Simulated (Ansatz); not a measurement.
**TaRu (Pm-3m): comparison of functionals at one structure, by script**

How far apart do the functionals lie for TaRu (Pm-3m) at one structure? Aim: a comparison of functionals at one structure, for TaRu (Pm-3m), run from a script.

Computed with Ansatz 0.2.0 through its Python package. The levels of theory stand in the script.

### 1 The structure

It takes space group Pm-3m (No. 221, cubic). Conventional cell: a = 3.187 Å, b = 3.187 Å, c = 3.187 Å, α = 90.00°, β = 90.00°, γ = 90.00°. Ta (site symmetry m-3m) has 8 Ru at 2.76 Å as nearest neighbours. Ru (site symmetry m-3m) is surrounded by 8 Ta at 2.76 Å.

The script holds or builds the structure itself.

### 2 The script

xc_taru.py

```python
# -*- coding: utf-8 -*-
"""One structure of TaRu under several functionals."""

import warnings

import ansatz as az

warnings.simplefilter("ignore", az.DeckWarning)

lattice = az.Lattice.of(
    (3.187, 0.0, 0.0),
    (0.0, 3.187, 0.0),
    (0.0, 0.0, 3.187),
)
sites = [
    ("Ta", (0.5, 0.5, 0.5)),
    ("Ru", (0.0, 0.0, 0.0)),
]
xtal = az.Crystal(lattice=lattice)
for symbol, position in sites:
    xtal = xtal.atom(symbol, position)

setup = (
    xtal.calculation()
    .kpoints(9, 9, 9, shift=0.5)
    .basis(630, density_ratio=6)
    .occupations("fermi_dirac", width=0.2)
    .stress()
)

rows = []
for value in ["pbesol", "r2scan", "blyp"]:
    rep = setup.functional(value).run(threads=1, pin="off").report
    rows.append((value, rep["free_energy_ev"] / len(rep["lattice"]["sites"]), rep["n_iterations"], sum(rep["stress_gpa"][i][i] for i in range(3)) / 3, rep["n_kpoints"]))

print("  functional   F/atom (eV)    iterations       P (GPa)      k-points")
for row in rows:
    print(f"{str(row[0]):>12s}  {row[1]:12.5f}  {row[2]:12d}  {row[3]:12.3f}  {row[4]:12d}")
```

### 3 The input behind the calls

The engine receives this input (first run):

```yaml
crystal:
  lattice:
    - [3.187, 0.0, 0.0]
    - [0.0, 3.187, 0.0]
    - [0.0, 0.0, 3.187]
  atoms:
    - { symbol: Ta, position: [0.5, 0.5, 0.5] }
    - { symbol: Ru, position: [0.0, 0.0, 0.0] }
basis:
  ecutwfc: 630.0
  ecutrho_ratio: 6
kpoints:
  mp_grid:
    grid: [9, 9, 9]
    shift: [0.5, 0.5, 0.5]
hamiltonian:
  xc: pbesol
scf:
  occupations:
    method: fermi_dirac
    width: 0.2
output:
  stress: true
```

### 4 Launch

The run is started by

```console
$ python xc_taru.py
```

Standard output:

```text
  functional   F/atom (eV)    iterations       P (GPa)      k-points
      pbesol   -7811.82134             6       -10.132            35
      r2scan   -7917.90158             7        -6.721            35
        blyp   -7924.63801             6         6.867            35
```

It took 12 s on 1 thread of Arm Neoverse V1, shared host; peak memory 0.54 GiB.

### 5 Inputs of later runs

The engine's inputs for the other runs:

Run 2, against run 1:

```diff
@@ -17 +17 @@
-  xc: pbesol
+  xc: r2scan
```

Run 3, against run 1:

```diff
@@ -17 +17 @@
-  xc: pbesol
+  xc: blyp
```

### 6 The engine's runs

One row for each of the 3 runs:

| run | functional | energy (eV/atom) | pressure (GPa) | SCF cycles | CPU time (s) |
| --- | --- | --- | --- | --- | --- |
| 1 | pbesol | -7811.8213 | -10.13 | 6 | 2.4 |
| 2 | r2scan | -7917.9016 | -6.72 | 7 | 6.3 |
| 3 | blyp | -7924.6380 | 6.87 | 6 | 2.6 |

Energies are free energies F = E - TS of the smeared occupations. Totals hang on method, basis and potentials, so only like runs compare.

### 7 What came out

```
             quantity                             value
        runs compared                                 3
pressure at this cell  -10.1 (pbesol) to 6.9 GPa (blyp)
```

From lowest to highest: PBEsol (-10.1 GPa), r2SCAN (-6.7 GPa) and BLYP (6.9 GPa). At a fixed cell a lower pressure usually means a smaller equilibrium volume, so PBEsol prefers the smallest cell and BLYP the largest. What to keep in mind:
- Spin is left out of this run.
- For a metal this k-point mesh is coarse: on a finer one energies can move by several to tens of meV an atom and pressures by half a GPa or more, differences at one mesh by less.
- A Fermi-Dirac width this large means warm electrons, whose thermal share enters the free energy.
- Pressure is positive in compression.
- Spin-orbit coupling, which matters for elements this heavy, is left out.
- Total energies of different functionals can't be compared; pressures, moments and gaps at this one structure can.
